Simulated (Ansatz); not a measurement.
# AlFH4SSi: the cost of one run

Program: Ansatz 0.2.0, driven from Python. Level of theory: PBE/def2-SVP. These are calculated values, not measurements.

### Step 1. Starting point

Bond lengths: F1–Al2 1.805 Å, Al2–S3 2.268 Å, S3–Si4 2.044 Å, Al2–H5 1.608 Å, Si4–H6 1.490 Å, Si4–H7 1.498 Å, Si4–H8 1.491 Å. Angles: F1–Al2–S3 119.1°, F1–Al2–H5 121.8°, S3–Al2–H5 119.1°, Al2–S3–Si4 92.5°, S3–Si4–H6 113.4°, S3–Si4–H7 110.3°, S3–Si4–H8 110.6°, H6–Si4–H7 107.0°, H6–Si4–H8 107.6°, H7–Si4–H8 107.8°.

The script holds or builds the structure itself.

### Step 2. The code

bend_alfh4ssi.py

```python
"""Energy of AlFH4SSi against one bond angle."""

import warnings

import ansatz as az
from ase import Atoms

BASIS_SET = "def2-SVP"
FUNCTIONAL = "PBE"
FMAX = 0.02


def main() -> None:
    warnings.simplefilter("ignore", az.DeckWarning)

    atoms = Atoms(["F", "Al", "S", "Si", "H", "H", "H", "H"], positions=[
        (1.7394, 1.7859, 1.52),
        (1.3871, 1.0959, -0.1102),
        (1.0707, -1.1408, -0.3165),
        (-0.9407, -0.9785, 0.0112),
        (1.2763, 2.0243, -1.4179),
        (-1.2785, -0.3811, 1.3338),
        (-1.5853, -2.3294, -0.036),
        (-1.5769, -0.1333, -1.0402),
    ])

    # relax first, so that the scan starts from a minimum
    first = (
        az.Crystal.molecule_from_ase(atoms).calculation()
        .basis(gaussian=BASIS_SET)
        .functional(FUNCTIONAL)
        .relax(force_tolerance=FMAX, max_steps=80)
    )
    atoms.positions = first.run(threads=1).report["positions_ang"]

    rows = []
    for angle in [85, 95, 105, 115, 125, 140, 160]:
        bent = atoms.copy()
        bent.set_angle(1, 2, 3, angle, indices=[3, 5, 6, 7])
        setup = az.Crystal.molecule_from_ase(bent).calculation().basis(gaussian=BASIS_SET).functional(FUNCTIONAL)
        rows.append((angle, setup.run(threads=1).report["free_energy_ev"]))
    floor = min(e for _, e in rows)
    for angle, e in rows:
        print(f"angle Al1-S2-Si3 = {angle:3d} deg   {1000 * (e - floor):9.1f} meV")


if __name__ == "__main__":
    main()
```

### Step 3. What the engine is handed

The engine receives this input (first run):

```yaml
crystal:
  periodic: [false, false, false]
  atoms:
    - { symbol: F, position_ang: [1.7394, 1.7859, 1.52] }
    - { symbol: Al, position_ang: [1.3871, 1.0959, -0.1102] }
    - { symbol: S, position_ang: [1.0707, -1.1408, -0.3165] }
    - { symbol: Si, position_ang: [-0.9407, -0.9785, 0.0112] }
    - { symbol: H, position_ang: [1.2763, 2.0243, -1.4179] }
    - { symbol: H, position_ang: [-1.2785, -0.3811, 1.3338] }
    - { symbol: H, position_ang: [-1.5853, -2.3294, -0.036] }
    - { symbol: H, position_ang: [-1.5769, -0.1333, -1.0402] }
basis:
  gaussian:
    orbitals: def2-SVP
hamiltonian:
  xc: pbe
relax:
  f_tol: 0.02
  max_steps: 80
```

### Step 4. Running it

The run is started by

```sh
$ python bend_alfh4ssi.py
```

Q: Estimate wall time and peak memory on 1 thread of Arm Neoverse V1, shared host.

About 98 s, with a peak of 0.22 GiB.
